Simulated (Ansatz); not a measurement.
# CH₆NPSi: small, medium and large basis sets

An exercise on one series of results from a longer session: the logs are not shown, and one member is left open.

Program: Ansatz 0.2.0, Gaussian basis. Level of theory: one geometry, several basis sets. These are calculated values, not measurements.

The runs, in order: PBE0-D4/def2-SVP; ωB97M-V/def2-SVP; PBE0-D4/def2-QZVPP; ωB97M-V/def2-QZVPP; the functionals' def2-TZVPP values are taken from earlier runs.

### The relaxed structure

All runs share one geometry, relaxed beforehand with PBE0-D4 in a triple-zeta def2 set.

10 atoms, charge 0, spin multiplicity 1.

Atoms are counted from 1 here; the program's logs count them from 0.

Bond lengths: P1–Si2 2.235 Å, P1–H5 1.420 Å, P1–H6 1.422 Å, Si2–C3 1.830 Å, Si2–N4 1.724 Å, Si2–H7 1.484 Å, C3–N4 1.496 Å, C3–H8 1.090 Å, C3–H9 1.087 Å, N4–H10 1.009 Å. Angles: Si2–P1–H5 92.1°, Si2–P1–H6 93.1°, H5–P1–H6 93.8°, P1–Si2–C3 125.1°, P1–Si2–N4 120.4°, P1–Si2–H7 111.9°, C3–Si2–N4 49.7°, C3–Si2–H7 117.0°, N4–Si2–H7 119.6°, Si2–C3–N4 61.5°, Si2–C3–H8 117.6°, Si2–C3–H9 123.8°, N4–C3–H8 117.2°, N4–C3–H9 114.0°, H8–C3–H9 112.8°, Si2–N4–C3 68.9°, Si2–N4–H10 125.3°, C3–N4–H10 116.2°.

The first run:

File in.yaml:

```yaml
crystal:
  periodic: [false, false, false]
  atoms:
    - {symbol: P, position_ang: [-2.126542, 0.935780, -0.067871]}
    - {symbol: Si, position_ang: [0.034490, 0.548288, 0.352959]}
    - {symbol: C, position_ang: [0.777034, -1.104606, 0.610182]}
    - {symbol: N, position_ang: [0.967702, -0.433660, -0.713462]}
    - {symbol: H, position_ang: [-2.191647, -0.136113, -0.996217]}
    - {symbol: H, position_ang: [-1.838443, 1.906540, -1.066210]}
    - {symbol: H, position_ang: [0.677520, 1.690645, 1.049027]}
    - {symbol: H, position_ang: [1.645756, -1.171611, 1.264411]}
    - {symbol: H, position_ang: [0.215291, -2.034008, 0.558353]}
    - {symbol: H, position_ang: [1.921940, -0.252353, -0.988071]}
basis:
  gaussian: {orbitals: def2-SVP}
hamiltonian: {xc: pbe0, dispersion: d4}
output: {orbitals: {seedname: orbitals}}
```

Among the steps run: PBE0-D4 in def2-SVP; ωB97M-V in def2-SVP; PBE0-D4 in def2-QZVPP; ωB97M-V in def2-QZVPP.

One table of the session follows, with a row left open; its other results are not shown here.

It belongs to the step «Density functionals: the series». 

| functional | basis | HOMO (eV) | LUMO (eV) |
| --- | --- | --- | --- |
| PBE0-D4 | def2-SVP | -6.64 | 0.31 |
| PBE0-D4 | def2-TZVPP | -6.74 | -0.07 |
| PBE0-D4 | def2-QZVPP | ? | ? |
| ωB97M-V | def2-SVP | -8.86 | 2.25 |
| ωB97M-V | def2-TZVPP | -8.97 | 1.69 |
| ωB97M-V | def2-QZVPP | -9.00 | 1.43 |

Q: Estimate the row for PBE0-D4, def2-QZVPP from the others.

As computed: HOMO (eV): -6.77; LUMO (eV): -0.18. In the column «HOMO (eV)» it lies between ωB97M-V, def2-SVP (-8.86) and PBE0-D4, def2-TZVPP (-6.74).
